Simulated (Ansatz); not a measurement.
Turn this script for Ansatz 0.2.0 through its Python package into the input file that the command-line program reads.

`run_energy.py`:
```python
import sys

import ansatz as az
from ase import Atoms
import numpy as np

atoms = Atoms(["O", "Si", "Ge", "F", "H", "H", "H", "H", "H"], positions=[
    (-0.7055, 1.7065, -0.8365),
    (0.5739, 0.7868, -0.3524),
    (-0.2296, -1.088, 0.7398),
    (-1.1506, -2.0075, -0.3289),
    (-1.2533, 1.1692, -1.4974),
    (1.4343, 1.5855, 0.5522),
    (1.3821, 0.381, -1.5262),
    (1.0454, -1.9418, 1.192),
    (-1.0081, -0.6379, 2.0404),
])
mol = az.Crystal.molecule_from_ase(atoms)

job = (
    mol.calculation()
    .basis(gaussian="def2-SVP")
    .functional("cam_b3lyp")
    .forces()
)
try:
    data = job.run().report
except az.AnsatzError as error:
    sys.exit(f"{type(error).__name__}: {error}")

for key in ("converged", "free_energy_ev", "reference_energy_ev", "n_frozen", "n_occupied", "n_virtual"):
    print(f"{key:22s} {data[key]}")

field = data["mean_field"]
print("<S^2> =", round(abs(field["state"]["spin_squared"]), 4), " relativity:", field["relativity"])
print("passes:", field["passes"])
if "symmetry" in field:
    print("occupied orbitals by irrep:", field["symmetry"]["occupied"])

symbols = [site.symbol for site in mol.cartesian_sites]
forces = np.array(data["forces_ev_ang"])
print("largest force", round(float(np.linalg.norm(forces, axis=1).max()), 4), "eV/A, rms", round(float(np.sqrt((forces ** 2).mean())), 4))

charges = data["charge_distribution"]
dipole = np.array(charges["dipole_moment_e_ang"]) * 4.803205
print("dipole (D): {:.3f} {:.3f} {:.3f}, length {:.3f}".format(*dipole, np.linalg.norm(dipole)))
print("atom  Mulliken   Lowdin")
for symbol, m, l in zip(symbols, charges["mulliken_charges_e"], charges["lowdin_charges_e"]):
    print(f"{symbol:4s} {m:9.3f} {l:8.3f}")
```

```console
$ python run_energy.py
converged              True
free_energy_ev         -69231.23819905141
reference_energy_ev    -69231.23819905141
n_frozen               0
n_occupied             [34, 34]
n_virtual              [69, 69]
<S^2> = 0.0  relativity: none
passes: {'evaluations': 15, 'products': 12}
occupied orbitals by irrep: [{'A': 34}, {'A': 34}]
largest force 3.4115 eV/A, rms 1.0288
dipole (D): 0.384 0.122 -0.005, length 0.403
atom  Mulliken   Lowdin
O       -0.406    0.010
Si       0.468    0.207
Ge       0.507    0.010
F       -0.376    0.010
H        0.215    0.038
H       -0.101   -0.076
H       -0.112   -0.091
H       -0.106   -0.058
H       -0.088   -0.051
```

`input.yaml`:
```yaml
crystal:
  periodic: [false, false, false]
  atoms:
    - { symbol: O, position_ang: [-0.7055, 1.7065, -0.8365] }
    - { symbol: Si, position_ang: [0.5739, 0.7868, -0.3524] }
    - { symbol: Ge, position_ang: [-0.2296, -1.088, 0.7398] }
    - { symbol: F, position_ang: [-1.1506, -2.0075, -0.3289] }
    - { symbol: H, position_ang: [-1.2533, 1.1692, -1.4974] }
    - { symbol: H, position_ang: [1.4343, 1.5855, 0.5522] }
    - { symbol: H, position_ang: [1.3821, 0.381, -1.5262] }
    - { symbol: H, position_ang: [1.0454, -1.9418, 1.192] }
    - { symbol: H, position_ang: [-1.0081, -0.6379, 2.0404] }
basis:
  gaussian: { orbitals: def2-SVP }
hamiltonian:
  xc: cam_b3lyp
output:
  forces: true
```

The program run on that file:
```console
$ ansatz run input.yaml --threads 1 --pin off --max-ram 4096MiB --backend cpu --events-out ev --progress --plain --runs-dir out
Engine: ansatz 0.2.0, aarch64-unknown-linux-gnu
Functional definition: CAM-B3LYP
  parameter alpha = 0.19
  parameter beta = 0.46
  parameter omega = 0.33/bohr
  parameter ac = 0.81
  exchange = (1 - alpha - beta)*b88_x + beta*b88_x_sr(omega) + alpha*exact_x + beta*exact_x_lr(omega)
  correlation = (1 - ac)*vwn5_c + ac*lyp_c
991 factors; integrals over basis functions are off by at most 1.3e-3 eV
325 factors; integrals over basis functions are off by at most 6.1e-6 eV
mean field evaluation 1: about -69226.3075 eV, gradient 5.5e1 eV
mean field evaluation 2: about -69221.5464 eV, gradient 7.7e1 eV
mean field evaluation 4: about -69231.1914 eV, gradient 1.3e0 eV
mean field evaluation 8: about -69231.2381 eV, gradient 4.7e-2 eV
mean field evaluation 16: about -69231.2381 eV, gradient 1.5e-5 eV
mean field -69231.23807105 eV, -2544.2010724926 hartree, gradient 1.5e-5 eV, S^2 0.000000; 0 other end points of the search recorded, 0 dependent functions left out
the calculation of the forces begins
reference -69231.23819905 eV, -2544.2010771965 hartree; 34, 34 occupied and 69, 69 virtual orbitals, 991 factors
Total energy: -69231.23819905 eV, -2544.2010771965 hartree
Atom 0 at    -0.705500     1.706500    -0.836500 Å, force    -1.663061    -0.797944    -1.663017 eV/Å
Atom 1 at     0.573900     0.786800    -0.352400 Å, force     0.668964     0.290085    -0.293815 eV/Å
Atom 2 at    -0.229600    -1.088000     0.739800 Å, force     2.094126     0.699818     2.600571 eV/Å
Atom 3 at    -1.150600    -2.007500    -0.328900 Å, force    -1.302154    -1.143562    -1.107840 eV/Å
Atom 4 at    -1.253300     1.169200    -1.497400 Å, force     0.897408     1.365422     1.315906 eV/Å
Atom 5 at     1.434300     1.585500     0.552200 Å, force    -0.044368     0.026962     0.109894 eV/Å
Atom 6 at     1.382100     0.381000    -1.526200 Å, force     0.203898    -0.112015    -0.129425 eV/Å
Atom 7 at     1.045400    -1.941800     1.192000 Å, force    -0.850480     0.168626    -0.204493 eV/Å
Atom 8 at    -1.008100    -0.637900     2.040400 Å, force    -0.004334    -0.497392    -0.627782 eV/Å
Dipole moment:     0.079887     0.025352    -0.000943 e Å
```

Notes:
- Total energies depend on the basis set; only differences at equal settings carry meaning.
- The geometry is a force-field or estimated start, not a minimum of this method, and the basis set is short of its limit.
- The Löwdin charges here are taken after orthogonalising the functions within each atom; they differ from plain Löwdin charges, and their signs can be unphysical.
- Finished in 6.2 s on 1 thread of Arm Neoverse V1 (shared host), peak memory 0.32 GiB.

(Lines on the test bed's own set-up are left out of the output.)
